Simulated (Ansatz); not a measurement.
**ClFH4OSiSn: small, medium and large basis sets**

The task here is to estimate one member of a computed series from the others.

Program: Ansatz 0.2.0, Gaussian basis. Level of theory: one geometry, several basis sets. These are calculated values, not measurements.

Plan: PBE0-D4/def2-SVP; ωB97M-V/def2-SVP; PBE0-D4/def2-QZVPP; ωB97M-V/def2-QZVPP; the functionals' def2-TZVPP values are taken from earlier runs.

1 further run of the same task is left out (for a known fault of the program). Runs told in other sessions of the task aren't counted.

## The relaxed structure

An earlier PBE0-D4 in a triple-zeta def2 set relaxation fixed the geometry. Sn takes the def2 core potential; no spin-orbit term is included.

SMILES `[F][SnH]([Cl])[O][SiH3]`, 9 atoms, charge 0, spin multiplicity 1.

Atoms are counted from 1 here; the program's logs count them from 0.

Bond lengths: F1–Sn2 1.904 Å, Sn2–Cl3 2.297 Å, Sn2–O4 1.922 Å, Sn2–H6 1.685 Å, O4–Si5 1.646 Å, Si5–H7 1.485 Å, Si5–H8 1.485 Å, Si5–H9 1.487 Å. Angles: F1–Sn2–Cl3 105.4°, F1–Sn2–O4 105.2°, F1–Sn2–H6 110.4°, Cl3–Sn2–O4 108.4°, Cl3–Sn2–H6 114.9°, O4–Sn2–H6 111.8°, Sn2–O4–Si5 136.5°, O4–Si5–H7 108.8°, O4–Si5–H8 109.3°, O4–Si5–H9 110.7°, H7–Si5–H8 109.4°, H7–Si5–H9 109.3°, H8–Si5–H9 109.3°.

Set-up of the first run:

Input file in.yaml:

```yaml
crystal:
  periodic: [false, false, false]
  atoms:
    - {symbol: F, position_ang: [0.128587, 0.123672, -2.594225]}
    - {symbol: Sn, position_ang: [-1.032036, 0.588177, -1.157661]}
    - {symbol: Cl, position_ang: [-2.445077, -1.205241, -0.908850]}
    - {symbol: O, position_ang: [0.099182, 0.689017, 0.393002]}
    - {symbol: Si, position_ang: [1.064224, -0.344632, 1.234694]}
    - {symbol: H, position_ang: [-1.796776, 2.056787, -1.471620]}
    - {symbol: H, position_ang: [0.654304, -0.326000, 2.661663]}
    - {symbol: H, position_ang: [2.475792, 0.100898, 1.120826]}
    - {symbol: H, position_ang: [0.940300, -1.728879, 0.705072]}
basis:
  gaussian: {orbitals: def2-SVP}
hamiltonian: {xc: pbe0, dispersion: d4}
output: {orbitals: {seedname: orbitals}}
```

Run with:

```console
$ ansatz run in.yaml --threads 4 --pin off --events-out ev --progress --plain --max-ram 10444MiB
```

Among the steps run: PBE0-D4 in def2-SVP; ωB97M-V in def2-SVP; PBE0-D4 in def2-QZVPP; ωB97M-V in def2-QZVPP.

One of the session's tables, all rows but one given; the rest of the session is left out.

It belongs to the step «Functionals by basis». 

```
functional       basis  HOMO (eV)  LUMO (eV)
   PBE0-D4    def2-SVP      -8.84      -1.67
   PBE0-D4  def2-TZVPP      -8.95      -1.86
   PBE0-D4  def2-QZVPP      -8.97      -1.90
   ωB97M-V    def2-SVP          ?          ?
   ωB97M-V  def2-TZVPP     -11.25       0.17
   ωB97M-V  def2-QZVPP     -11.26       0.06
```

Q: Estimate the row for ωB97M-V, def2-SVP from the others.

**Answer.** HOMO (eV): -11.09; LUMO (eV): 0.47. In the column «HOMO (eV)» it lies between ωB97M-V, def2-TZVPP (-11.25) and PBE0-D4, def2-QZVPP (-8.97).
